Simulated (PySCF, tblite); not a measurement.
# C17H11N: electronic excitations, NMR shifts

What do calculations give for the electronic excitations, NMR shifts of C17H11N (`c1ccc2c(c1)ccc1ccc3cnccc3c12`)?

Computed with tblite 0.8.0 and PySCF 2.14.0 and routines of our own; the level stands in each step. Atoms count from 0.

## 1. The system as given

29 atoms, charge 0, multiplicity 1; geometry from: force field, distance geometry or constructed start.

## 2. Relaxing the molecule with GFN2-xTB

What the job is given:

```
{"job": {"kind": "relax", "xc": "GFN2-xTB", "basis": "xTB"}, "charge": 0, "multiplicity": 1}
C      3.618800    -1.807400    -0.255800
C      2.465600    -2.475700     0.123700
C      1.263700    -1.786100     0.248600
C      1.119400    -0.396100    -0.048400
C      2.339000     0.266700    -0.335300
C      3.547600    -0.435300    -0.473600
C      2.363600     1.653700    -0.470400
C      1.215900     2.398200    -0.254300
C     -0.010000     1.772200    -0.006000
C     -1.115600     2.604100     0.226600
C     -2.377200     2.076100     0.443600
C     -2.584100     0.702400     0.347500
C     -3.878300     0.188000     0.480800
N     -4.206000    -1.108700     0.306800
C     -3.205500    -1.919600    -0.037200
C     -1.884600    -1.510500    -0.165700
C     -1.499800    -0.169400     0.079700
C     -0.135400     0.352300     0.010500
H      4.557900    -2.331800    -0.345300
H      2.512700    -3.538800     0.363700
H      0.423400    -2.348800     0.648000
H      4.468500     0.092800    -0.724700
H      3.295300     2.182100    -0.673600
H      1.282600     3.476300    -0.304500
H     -0.996200     3.690100     0.246400
H     -3.209000     2.755000     0.641900
H     -4.718100     0.836000     0.705500
H     -3.486700    -2.955300    -0.228300
H     -1.179400    -2.245800    -0.543700
```

The run is started by

```bash
OMP_NUM_THREADS=1 python large_run.py task.json out
```

One launch serves the whole session: the jobs run in the order shown.

The program printed:

```text
step      E/eV     max force
  0   -1222.35177    2.114
  1   -1222.50227    1.203
  2   -1222.54295    0.294
  3   -1222.55243    0.214
  4   -1222.57180    0.242
  5   -1222.58067    0.220
  6   -1222.58855    0.210
  7   -1222.59433    0.156
  8   -1222.59922    0.144
  9   -1222.60274    0.124
 10   -1222.60557    0.106
 11   -1222.60794    0.116
 12   -1222.61001    0.104
 13   -1222.61208    0.099
 14   -1222.61455    0.138
 15   -1222.61755    0.133
 16   -1222.62094    0.133
 17   -1222.62453    0.124
 18   -1222.62836    0.126
 19   -1222.63256    0.140
 20   -1222.63689    0.154
 21   -1222.64069    0.157
 22   -1222.64358    0.121
 23   -1222.64571    0.090
 24   -1222.64739    0.092
 25   -1222.64890    0.101
 26   -1222.65037    0.088
 27   -1222.65181    0.073
 28   -1222.65306    0.075
 29   -1222.65407    0.062
 30   -1222.65495    0.068
 31   -1222.65587    0.060
 32   -1222.65685    0.063
 33   -1222.65780    0.055
 34   -1222.65863    0.048
 35   -1222.65925    0.042
 36   -1222.65969    0.036
 37   -1222.66002    0.031
 38   -1222.66037    0.038
 39   -1222.66080    0.050
 40   -1222.66126    0.050
 41   -1222.66170    0.044
 42   -1222.66216    0.047
 43   -1222.66269    0.049
 44   -1222.66329    0.067
 45   -1222.66379    0.055
 46   -1222.66413    0.039
 47   -1222.66439    0.037
 48   -1222.66468    0.040
 49   -1222.66501    0.048
 50   -1222.66537    0.038
 51   -1222.66572    0.034
 52   -1222.66602    0.033
 53   -1222.66625    0.038
 54   -1222.66640    0.030
 55   -1222.66650    0.018
```

Wall time 0.7 s (1 thread of Arm Neoverse V2, shared host); peak memory 0.18 GiB.

Along the way:

```csv
step,energy from step 0 (eV),largest force (eV/Å)
0,0.0000,2.1140
1,-0.1505,1.2032
2,-0.1912,0.2934
3,-0.2007,0.2134
4,-0.2200,0.2426
5,-0.2289,0.2206
6,-0.2368,0.2095
7,-0.2426,0.1558
8,-0.2475,0.1444
11,-0.2562,0.1160
15,-0.2658,0.1329
19,-0.2808,0.1391
23,-0.2939,0.0902
27,-0.3000,0.0731
31,-0.3041,0.0600
35,-0.3075,0.0425
39,-0.3090,0.0496
43,-0.3109,0.0488
47,-0.3126,0.0364
51,-0.3139,0.0346
52,-0.3142,0.0329
53,-0.3145,0.0380
54,-0.3146,0.0300
55,-0.3147,0.0181
```

Close pairs (by a distance rule), those that changed most:

```csv
bond,before (Å),after (Å),change (Å)
C12–N13,1.349,1.306,-0.042
C6–C7,1.385,1.355,-0.030
C9–C10,1.385,1.355,-0.030
C16–C17,1.462,1.436,-0.027
C3–C17,1.462,1.436,-0.027
C4–C6,1.394,1.419,+0.025
C10–C11,1.393,1.417,+0.025
C0–C5,1.391,1.369,-0.022
```

The end geometry stands in the next job.

## 3. Electronic excitations: TDA PBE0/6-31G*

What the job is given:

```
{"job": {"kind": "uv", "basis": "6-31G*", "grid": 1, "kgrid": 0, "vcut": 1.5, "nstates": 6, "ntriplets": 2, "tda": true, "delta": [], "pop": true, "xc": "PBE0"}, "charge": 0, "multiplicity": 1}
C      3.480437    -1.839121    -0.221040
C      2.322240    -2.431209     0.289633
C      1.158154    -1.712992     0.390850
C      1.091140    -0.368068    -0.019700
C      2.305447     0.263251    -0.393565
C      3.475640    -0.504512    -0.527522
C      2.338456     1.671982    -0.561478
C      1.240247     2.422033    -0.299899
C     -0.007396     1.812421    -0.005386
C     -1.140589     2.623515     0.270630
C     -2.346834     2.071051     0.546648
C     -2.529572     0.672831     0.403719
C     -3.801107     0.079748     0.519740
N     -4.054592    -1.173687     0.253117
C     -3.045014    -1.923326    -0.199880
C     -1.751091    -1.477550    -0.315154
C     -1.432286    -0.157690     0.059428
C     -0.114539     0.410573     0.015674
H      4.381504    -2.424420    -0.328135
H      2.348838    -3.459353     0.619229
H      0.296899    -2.170570     0.850868
H      4.381685    -0.013986    -0.853625
H      3.272101     2.137573    -0.843095
H      1.285220     3.501207    -0.337333
H     -1.006352     3.695724     0.282582
H     -3.197308     2.680886     0.813321
H     -4.646693     0.683452     0.827192
H     -3.314700    -2.931878    -0.484228
H     -1.001879    -2.121112    -0.746074
```

With the program's defaults for keys left out, this is: TDA PBE0/6-31G*, vertical, gas phase, core orbitals frozen in the response, virtual orbitals cut by energy.

The program printed:

```text
start: PBE on a coarse grid of 24912 points
cycle   1  E = -708.3593972577  dE =  3.120e+00  |g| = 6.942e-01  |ddm| = 6.609e+00
cycle   2  E = -708.2925847232  dE =  6.681e-02  |g| = 8.661e-01  |ddm| = 2.170e+00
cycle   3  E = -708.4892838564  dE = -1.967e-01  |g| = 2.217e-01  |ddm| = 1.343e+00
cycle   4  E = -708.5002152237  dE = -1.093e-02  |g| = 8.404e-02  |ddm| = 3.188e-01
cycle   5  E = -708.5019439925  dE = -1.729e-03  |g| = 3.441e-02  |ddm| = 1.463e-01
cycle   6  E = -708.5022644569  dE = -3.205e-04  |g| = 9.782e-03  |ddm| = 4.633e-02
final grid: 109969 points
cycle   7  E = -708.3697653595  dE = -7.678e-03  |g| = 4.284e-02  |ddm| = 1.041e+00
cycle   8  E = -708.3695064549  dE =  2.589e-04  |g| = 5.242e-02  |ddm| = 1.248e-01
cycle   9  E = -708.3702173063  dE = -7.109e-04  |g| = 1.954e-02  |ddm| = 8.428e-02
cycle  10  E = -708.3703239589  dE = -1.067e-04  |g| = 2.385e-03  |ddm| = 2.502e-02
cycle  11  E = -708.3703256259  dE = -1.667e-06  |g| = 1.042e-03  |ddm| = 4.143e-03
cycle  12  E = -708.3703274103  dE = -1.784e-06  |g| = 4.302e-04  |ddm| = 1.654e-03
cycle  13  E = -708.3703274892  dE = -7.890e-08  |g| = 1.397e-04  |ddm| = 6.801e-04
cycle  14  E = -708.3703281517  dE = -6.625e-07  |g| = 3.458e-05  |ddm| = 2.116e-04
converged SCF energy = -708.3703281517

Static polarisability (au): isotropic 183.886, principal 63.293 214.305 274.060

Singlet excitations
state   eV       nm        f      main configurations
  1   3.8255    324.1   0.00837   H-1->L 0.45, H->L+1 0.38, H->L 0.12
  2   4.0480    306.3   0.01581   H->L 0.68, H-1->L+1 0.12, H-1->L 0.10
  3   4.3974    281.9   0.00133   H-2->L 0.86, H-2->L+2 0.08
  4   4.7567    260.7   0.21207   H-1->L+1 0.36, H-2->L+1 0.14, H-3->L 0.14
  5   4.7896    258.9   0.44745   H->L+1 0.25, H-1->L 0.18, H-2->L+1 0.17
  6   4.8828    253.9   0.33125   H-2->L+1 0.54, H->L+1 0.14, H-1->L 0.12

Triplet excitations (Tamm-Dancoff, eV): 2.8078 3.2754
```

Wall time 30 s (1 thread of Arm Neoverse V2, shared host); peak memory 0.6 GiB.

Frontier orbitals and where they lie:

```csv
orbital,eV,atoms
HOMO−4,-7.72,"C2 14 %, C5 13 %, C16 11 %"
HOMO−3,-7.44,"C0 15 %, C3 14 %, C15 12 %"
HOMO−2,-7.10,"N13 65 %, C12 7 %, C14 7 %"
HOMO−1,-6.36,"C7 17 %, C9 12 %, C1 11 %"
HOMO,-6.11,"C17 15 %, C10 11 %, C2 10 %"
LUMO,-1.51,"C17 14 %, C6 12 %, C10 9 %"
LUMO+1,-1.11,"C9 15 %, C7 11 %, C16 10 %"
LUMO+2,-0.20,"C2 16 %, C5 16 %, C12 14 %"
LUMO+3,0.11,"C14 13 %, C8 12 %, C11 11 %"
```

With each of the 6 states as a Gaussian band of 0.4 eV half-width at 1/e, the curve within the window shown has maxima at 257 nm (ε 40,000) L/(mol cm). Beyond the last state computed it falls off for lack of states. The curve at chosen wavelengths:

```csv
nm,ε (L/mol/cm)
239,17298
245,27657
251,36101
256,39356
262,37855
268,31793
274,23776
280,16145
285,11040
291,6696
297,4021
303,2515
309,1710
314,1332
320,1052
326,857
332,699
338,561
343,458
349,350
355,261
361,189
367,134
372,99
378,68
384,46
```

Further results of this job:

```csv
property,computed
dipole moment (D),2.89
polarisability (Å³),27.25
HOMO–LUMO gap (eV),4.60
−ε(HOMO) (eV),6.11
```

## 4. NMR shifts: GIAO PBE0/pcSseg-1

Settings changed since step 3:

```diff
@@ -1,2 +1,2 @@
-{"job": {"kind": "uv", "basis": "6-31G*", "grid": 1, "kgrid": 0, "vcut": 1.5, "nstates": 6, "ntriplets": 2, "tda": true, "delta": [], "pop": true, "xc": "PBE0"}, "charge": 0, "multiplicity": 1}
+{"job": {"kind": "nmr", "xc": "PBE0", "basis": "pcSseg-1", "pop": false}, "charge": 0, "multiplicity": 1}
 C      3.480437    -1.839121    -0.221040
```

Method: GIAO PBE0/pcSseg-1 NMR shielding, non-relativistic, gas phase.

The program printed:

```text
start: PBE on a coarse grid of 24912 points
cycle   1  E = -707.9553163470  dE =  3.098e+00  |g| = 6.819e-01  |ddm| = 6.259e+00
cycle   2  E = -707.8772359608  dE =  7.808e-02  |g| = 8.842e-01  |ddm| = 2.413e+00
cycle   3  E = -708.0786174548  dE = -2.014e-01  |g| = 2.076e-01  |ddm| = 1.510e+00
cycle   4  E = -708.0875264529  dE = -8.909e-03  |g| = 8.424e-02  |ddm| = 3.064e-01
cycle   5  E = -708.0892352516  dE = -1.709e-03  |g| = 3.140e-02  |ddm| = 1.643e-01
cycle   6  E = -708.0894929033  dE = -2.577e-04  |g| = 9.711e-03  |ddm| = 4.180e-02
final grid: 233524 points
cycle   7  E = -708.2797806702  dE = -9.864e-03  |g| = 4.680e-02  |ddm| = 6.349e-01
cycle   8  E = -708.2794835441  dE =  2.971e-04  |g| = 5.515e-02  |ddm| = 1.207e-01
cycle   9  E = -708.2802393837  dE = -7.558e-04  |g| = 2.163e-02  |ddm| = 1.042e-01
cycle  10  E = -708.2803684164  dE = -1.290e-04  |g| = 3.174e-03  |ddm| = 2.846e-02
cycle  11  E = -708.2803683762  dE =  4.023e-08  |g| = 1.144e-03  |ddm| = 5.478e-03
cycle  12  E = -708.2803695254  dE = -1.149e-06  |g| = 5.015e-04  |ddm| = 1.976e-03
cycle  13  E = -708.2803693967  dE =  1.287e-07  |g| = 1.758e-04  |ddm| = 8.666e-04
cycle  14  E = -708.2803693012  dE =  9.552e-08  |g| = 4.042e-05  |ddm| = 2.979e-04
converged SCF energy = -708.2803693012

GIAO shielding tensors (ppm)
atom      isotropic    diamagn.    paramagn.     s11        s22        s33       span
  0 C       54.703     255.299    -200.596    -54.012     40.249    177.871    231.883
  1 C       54.749     253.846    -199.097    -54.335     41.777    176.806    231.141
  2 C       52.760     252.982    -200.222    -48.309     33.962    172.626    220.935
  3 C       53.051     253.636    -200.585    -28.877     -0.959    188.990    217.867
  4 C       49.953     255.242    -205.289    -26.549    -15.061    191.470    218.020
  5 C       52.760     247.022    -194.262    -48.198     44.588    161.889    210.087
  6 C       51.573     251.548    -199.976    -49.512     46.079    158.151    207.663
  7 C       54.525     250.745    -196.220    -44.679     51.180    157.076    201.755
  8 C       50.855     257.186    -206.332    -27.704     -8.022    188.291    215.995
  9 C       53.614     250.122    -196.508    -45.735     48.901    157.677    203.412
 10 C       54.806     252.002    -197.196    -45.516     44.503    165.430    210.946
 11 C       55.825     260.655    -204.831    -25.665      0.840    192.300    217.965
 12 C       29.687     243.542    -213.855    -68.731     26.638    131.154    199.885
 13 N      -87.091     333.378    -420.468   -400.934   -164.689    304.352    705.286
 14 C       35.720     251.711    -215.991    -70.892     33.766    144.286    215.177
 15 C       60.833     255.179    -194.345    -40.444     50.599    172.344    212.787
 16 C       49.157     254.704    -205.548    -34.583     -9.000    191.053    225.636
 17 C       56.852     247.731    -190.879    -16.818      5.501    181.874    198.692
 18 H       23.617      28.091      -4.474     19.100     25.029     26.722      7.622
 19 H       23.576      30.545      -6.969     18.573     24.629     27.525      8.952
 20 H       22.321      35.343     -13.022     14.230     22.352     30.381     16.151
 21 H       23.301      30.855      -7.553     17.905     24.147     27.853      9.948
 22 H       23.345      32.030      -8.685     17.693     24.475     27.866     10.173
 23 H       23.493      32.327      -8.834     17.600     24.815     28.065     10.465
 24 H       23.451      32.110      -8.659     17.603     24.730     28.019     10.416
 25 H       23.384      31.889      -8.505     18.098     24.769     27.285      9.188
 26 H       21.949      28.535      -6.586     16.016     22.389     27.442     11.427
 27 H       22.395      29.071      -6.675     16.764     22.673     27.750     10.986
 28 H       22.704      35.531     -12.826     14.836     22.842     30.435     15.599
```

It took 58 s on 1 thread of Arm Neoverse V2, shared host; peak memory 0.8 GiB.

The references, computed at this level on geometries of the same kind, shield at (ppm): ¹H TMS 31.72, ¹³C TMS 186.9, ¹⁵N NH3 267.7. Their shielding less the atom's gives the shift. The references are single molecules in the gas phase, so shifts against H2O, NH3, PH3, H3PO4 or CFCl3 are not on the usual liquid scales and can be off by tens of ppm.

```csv
atoms,environment,σ (ppm),δ (ppm),δ scaled to CDCl3
C12,aromatic CH next to a ring nitrogen,29.7,157.2,151.5
C14,aromatic CH next to a ring nitrogen,35.7,151.2,145.7
C16,ring-fusion aromatic carbon,49.2,137.8,132.5
C4,ring-fusion aromatic carbon,50.0,137.0,131.8
C8,ring-fusion aromatic carbon,50.9,136.1,130.9
C6,aromatic CH,51.6,135.4,130.2
C2,aromatic CH,52.8,134.2,129.0
C5,aromatic CH,52.8,134.2,129.0
C3,ring-fusion aromatic carbon,53.1,133.9,128.7
C9,aromatic CH,53.6,133.3,128.2
C7,aromatic CH,54.5,132.4,127.3
C0,aromatic CH,54.7,132.2,127.1
C1,aromatic CH,54.7,132.2,127.1
C10,aromatic CH,54.8,132.1,127.0
C11,ring-fusion aromatic carbon,55.8,131.1,126.0
C17,ring-fusion aromatic carbon,56.9,130.1,125.0
C15,aromatic CH,60.8,126.1,121.2
H26,hydrogen on an aromatic CH next to a ring nitrogen,21.95,9.77,9.31
H20,hydrogen on an aromatic CH,22.32,9.40,8.96
H27,hydrogen on an aromatic CH next to a ring nitrogen,22.40,9.32,8.89
H28,hydrogen on an aromatic CH,22.70,9.01,8.60
H21,hydrogen on an aromatic CH,23.30,8.42,8.04
H22,hydrogen on an aromatic CH,23.34,8.37,8.00
H25,hydrogen on an aromatic CH,23.38,8.33,7.96
H24,hydrogen on an aromatic CH,23.45,8.27,7.90
H23,hydrogen on an aromatic CH,23.49,8.22,7.86
H19,hydrogen on an aromatic CH,23.58,8.14,7.78
H18,hydrogen on an aromatic CH,23.62,8.10,7.74
N13,pyridine-type ring nitrogen,-87.1,354.8,–
```

The scaled column applies a straight-line fit of computed shieldings to shifts measured in CDCl3 (root-mean-square error 0.16 ppm for H, 1.9 ppm for C).

Ring of atoms C0, C1, C2, C3, C4, C5: NICS(0) -8.9, NICS(1) -11.8, NICS(1)zz -29.6 ppm (means of both faces; NICS(1) differs between them: -12.9 and -10.7).

Ring of atoms C3, C4, C6, C7, C8, C17: NICS(0) -6.6, NICS(1) -10.1, NICS(1)zz -23.4 ppm (means of both faces).

Ring of atoms C8, C9, C10, C11, C16, C17: NICS(0) -6.8, NICS(1) -10.2, NICS(1)zz -23.4 ppm (means of both faces).

## 5. Outcome

| quantity | value |
| --- | --- |
| lowest singlet (PBE0/6-31G*) | 3.83 eV (324 nm), f = 0.008 |
| brightest single state of those computed | state 5, 4.79 eV, f = 0.447 |
| lowest triplet | 2.81 eV |
| ¹³C shifts against TMS (PBE0/pcSseg-1) | 157.2, 151.2, 137.8, 137.0, 136.1, 135.4, 134.2, 134.2, 133.9, 133.3, 132.4, 132.2, 132.2, 132.1 ppm and more |
| ¹H shifts against TMS (PBE0/pcSseg-1) | 9.77, 9.40, 9.32, 9.01, 8.42, 8.37, 8.33, 8.27, 8.22, 8.14, 8.10 ppm |
| ¹⁵N shifts against NH3 (PBE0/pcSseg-1) | 354.8 ppm |

What this shows: The lowest singlet, at 3.83 eV, is HOMO−1→LUMO 0.45, HOMO→LUMO+1 0.38 and is weak; of the 6 states computed, the strongest absorption comes from state 5 at 4.79 eV (the last state computed is bright too, and its partners may lie past the list). The lowest triplet lies 1.02 eV below the lowest singlet. At PBE0/pcSseg-1: The widest tensor belongs to N13: span 705 ppm, with a paramagnetic part of -420 ppm. NICS(1)zz of -30 ppm above the planar ring from C0 marks a diatropic (aromatic) ring current.
